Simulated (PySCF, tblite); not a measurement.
**C₅H₃O₂−: geometry, infrared bands, NMR shifts and spin-spin couplings**

What infrared bands, NMR shifts and spin-spin couplings should C₅H₃O₂− (`C=CC#CC(=O)[O-]`) show?

Computed with tblite 0.8.0 and PySCF 2.14.0, with density-fitted response routines of our own, on a single molecule in the gas phase. Atoms count from 0, in the outputs and in this text.

## 1. The starting structure

10 atoms, charge -1, multiplicity 1; geometry from: force field or distance geometry start.

Bonds of the start (Å): C0–C1 1.32, C1–C2 1.47, C2–C3 1.19, C3–C4 1.44, C4–O5 1.25, C4–O6 1.37, C0–H7 1.09, C0–H8 1.10, C1–H9 1.07.

## 2. Geometry optimisation with GFN2-xTB

What the job is given:

```
{"job": {"kind": "relax", "xc": "GFN2-xTB", "basis": "xTB"}, "charge": -1, "multiplicity": 1}
C     -2.126900    -0.542700     0.082000
C     -1.385000    -0.019700    -0.877400
C      0.039700     0.139800    -0.547100
C      1.191900     0.297100    -0.277500
C      2.575900     0.455600     0.082000
O      3.065800     1.597700     0.004700
O      3.287500    -0.657200     0.458200
H     -3.194600    -0.713000    -0.017500
H     -1.653200    -0.808700     1.039600
H     -1.792300     0.255900    -1.822500
```

Command:

```sh
$ OMP_NUM_THREADS=1 python probes_run.py task.json out
```

This one command runs all jobs of the session in turn.

**Question.** This job is followed by: GFN2-xTB harmonic vibrations, gas phase; GIAO PBE0/pcSseg-1 NMR shielding, non-relativistic, gas phase; B3LYP/pcJ-1 indirect spin-spin coupling, non-relativistic, gas phase. What will the session give for the following? strongest single infrared mode (GFN2-xTB); zero-point energy (GFN2-xTB); 13C shifts against TMS (PBE0/pcSseg-1); 1H shifts against TMS (PBE0/pcSseg-1); 17O shifts against H2O (PBE0/pcSseg-1); largest coupling of the table (B3LYP/pcJ-1).

The runs gave:

```
                                   quantity                                 value
  strongest single infrared mode (GFN2-xTB)                 1764 cm⁻¹, 620 km/mol
               zero-point energy (GFN2-xTB)                         38.4 kcal/mol
     13C shifts against TMS (PBE0/pcSseg-1)  157.5, 131.8, 116.3, 114.2, 73.0 ppm
      1H shifts against TMS (PBE0/pcSseg-1)                  6.04, 5.02, 4.62 ppm
     17O shifts against H2O (PBE0/pcSseg-1)                      379.7, 373.8 ppm
largest coupling of the table (B3LYP/pcJ-1)               1J(C,H) C0–H8, 165.6 Hz
```

**Reading.** The optimisation took 76 steps and gained 0.655 eV; among the close pairs (by a distance rule), C4–O6 changed most, from 1.373 to 1.237 Å. The lowest mode is imaginary (24i cm⁻¹), so the xTB geometry is not a minimum. The strongest single mode, at 1764 cm⁻¹, moves mainly C4. GFN2-xTB is a fitted tight-binding method: band positions and strengths are rough. Its intensities can rank the bands wrongly. In the run at B3LYP/pcJ-1, the largest coupling of the table is C0–H8, 165.6 Hz, of which the Fermi-contact term gives 164.3 Hz.
